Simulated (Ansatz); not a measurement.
# TiC: stress in a strained cell

Aim: deform TiC (equal xy, yz and zx engineering shear strains of -1 %) and compute stress, forces and field gradients with LAPW, PAW and all-electron datasets made for the crystal.

Program: Ansatz 0.2.0. Level of theory: DFT PBEsol, scalar-relativistic. These are calculated values, not measurements.

## Step 1: Starting point

Symmetry: Fm-3m, No. 225, cubic system. Conventional cell: a = 4.328 Å, b = 4.328 Å, c = 4.328 Å, α = 90.00°, β = 90.00°, γ = 90.00°. Ti (site symmetry m-3m) has 6 C at 2.16 Å as nearest neighbours. Around C (site symmetry m-3m) lie 6 Ti at 2.16 Å.

Coordinates:

```cif
data_structure
_symmetry_space_group_name_H-M 'P 1'
_symmetry_Int_Tables_number 1
_cell_length_a 3.0604
_cell_length_b 3.0604
_cell_length_c 3.0604
_cell_angle_alpha 60.000
_cell_angle_beta 60.000
_cell_angle_gamma 60.000
_cell_volume 20.27
loop_
_atom_site_label
_atom_site_type_symbol
_atom_site_fract_x
_atom_site_fract_y
_atom_site_fract_z
_atom_site_occupancy
Ti1 Ti 0.00000 0.00000 0.00000 1
C1 C 0.50000 0.50000 0.50000 1
```

Atoms are numbered in the order of the input: Ti1, C2.

## Step 2: The deformed structure

Space group Fm-3m before, R-3m after.

## Step 3: All-electron LAPW

Contents of input.yaml:

```yaml
crystal:
  lattice:
    - [-0.02164, 2.15318, 2.15318]
    - [2.15318, -0.02164, 2.15318]
    - [2.15318, 2.15318, -0.02164]
  atoms:
    - { symbol: Ti, position: [0.0, 0.0, 0.0] }
    - { symbol: C, position: [0.5, 0.5, 0.5] }
kpoints:
  mp_grid: { grid: [14, 14, 14] }
  band_path:
    path:
      - [0.0, 0.0, 0.0]
      - [0.5, 0.5, 0.5]
      - [0.2525443832, 0.5, 0.7474556168]
      - [-0.2525443832, 0.2525443832, 0.5]
      - [0.0, 0.0, 0.5]
      - [0.0, 0.0, 0.0]
      - [-0.3762721916, 0.0, 0.3762721916]
      - [0.0, 0.3762721916, 0.6237278084]
      - [0.0, 0.5, 0.5]
    npoints: 5
scf:
  occupations: { method: fermi_dirac, width: 0.03 }
hamiltonian:
  xc: pbesol
  pseudopotentials: { kind: all_electron, lapw: { basis_error: 0.00025 } }
output:
  forces: true
  stress: true
  eigenvalues: true
```

Launch:

```
$ ansatz run input.yaml --threads 1 --pin off --max-ram 3072MiB --backend cpu --events-out ev --progress --plain --runs-dir out
```

## Step 4: PAW with frozen cores

Contents of input.yaml:

```yaml
crystal:
  lattice:
    - [-0.02164, 2.15318, 2.15318]
    - [2.15318, -0.02164, 2.15318]
    - [2.15318, 2.15318, -0.02164]
  atoms:
    - { symbol: Ti, position: [0.0, 0.0, 0.0] }
    - { symbol: C, position: [0.5, 0.5, 0.5] }
kpoints:
  mp_grid: { grid: [14, 14, 14] }
scf:
  occupations: { method: fermi_dirac, width: 0.03 }
hamiltonian:
  xc: pbesol
  pseudopotentials: { kind: paw }
output:
  forces: true
  stress: true
  eigenvalues: true
  efg: { contact_densities: true }
```

## Step 5: Datasets made for this crystal

Changes to input.yaml since step 4:

```diff
@@ -14,3 +14,3 @@
   xc: pbesol
-  pseudopotentials: { kind: paw }
+  pseudopotentials: { kind: all_electron, datasets: crystal }
 output:
```

(Steps that only read results are left out.)

What does the calculation give? Wanted: pressure; largest shear or deviatoric stress.

**Answer**, as computed:

```
                                 quantity                                              value
                                 pressure  LAPW -6.18, PAW -6.15, crystal datasets -6.18 GPa
largest shear or deviatoric stress (LAPW)                                           1.68 GPa
```

The largest part of the stress beyond the pressure is 1.68 GPa in size; the atoms are carried along and not relaxed. No run of the undeformed cell stands beside it, so the pressure holds what the given cell had before the change. PAW: stress within 0.03 GPa of LAPW. Crystal datasets: stress within 0.01 GPa of LAPW.
